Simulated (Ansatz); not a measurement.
# CH2BClS2: how energies converge with the basis set

The task here is to estimate one member of a computed series from the others.

The runs use Ansatz 0.2.0, Gaussian basis; one geometry, several basis sets.

Plan: PBE0-D4/def2-SVP; ωB97M-V/def2-SVP; PBE0-D4/def2-QZVPP; ωB97M-V/def2-QZVPP; the functionals' def2-TZVPP values are taken from earlier runs.

## Structure used throughout

An earlier PBE0-D4 in a triple-zeta def2 set relaxation fixed the geometry.

SMILES `S=CB(S)Cl`, 7 atoms, charge 0, spin multiplicity 1.

Atoms are counted from 1 here; the program's logs count them from 0.

Bond lengths: S1–C2 1.610 Å, C2–B3 1.567 Å, C2–H6 1.095 Å, B3–S4 1.785 Å, B3–Cl5 1.743 Å, S4–H7 1.345 Å. Angles: S1–C2–B3 124.9°, S1–C2–H6 118.2°, B3–C2–H6 117.0°, C2–B3–S4 120.9°, C2–B3–Cl5 121.7°, S4–B3–Cl5 117.4°, B3–S4–H7 96.5°.

The first run:

The input, in.yaml:

```yaml
crystal:
  periodic: [false, false, false]
  atoms:
    - {symbol: S, position_ang: [-1.796899, 1.557696, 0.563885]}
    - {symbol: C, position_ang: [-0.661626, 0.415866, 0.564880]}
    - {symbol: B, position_ang: [0.245686, 0.052966, -0.660724]}
    - {symbol: S, position_ang: [1.460076, -1.251038, -0.548770]}
    - {symbol: Cl, position_ang: [0.112241, 0.897533, -2.179131]}
    - {symbol: H, position_ang: [-0.505536, -0.156401, 1.484772]}
    - {symbol: H, position_ang: [1.207257, -1.584523, 0.729388]}
basis:
  gaussian: {orbitals: def2-SVP}
hamiltonian: {xc: pbe0, dispersion: d4}
output: {orbitals: {seedname: orbitals}}
```

Run with:

```
> ansatz run in.yaml --threads 2 --pin off --events-out ev --progress --plain --max-ram 4352MiB
```

Among the steps run: PBE0-D4 in def2-SVP; ωB97M-V in def2-SVP; PBE0-D4 in def2-QZVPP; ωB97M-V in def2-QZVPP.

One of the session's tables, all rows but one given; the rest of the session is left out.

It belongs to the step «Density functionals: the series». 

```
functional       basis  HOMO (eV)  LUMO (eV)
   PBE0-D4    def2-SVP      -6.63      -3.37
   PBE0-D4  def2-TZVPP      -6.78      -3.52
   PBE0-D4  def2-QZVPP      -6.82      -3.56
   ωB97M-V    def2-SVP      -8.82      -1.19
   ωB97M-V  def2-TZVPP      -9.00      -1.42
   ωB97M-V  def2-QZVPP          ?          ?
```

**Question.** Estimate the row for ωB97M-V, def2-QZVPP.

As computed: HOMO (eV): -9.04; LUMO (eV): -1.48. In the column «HOMO (eV)» it is the lowest.
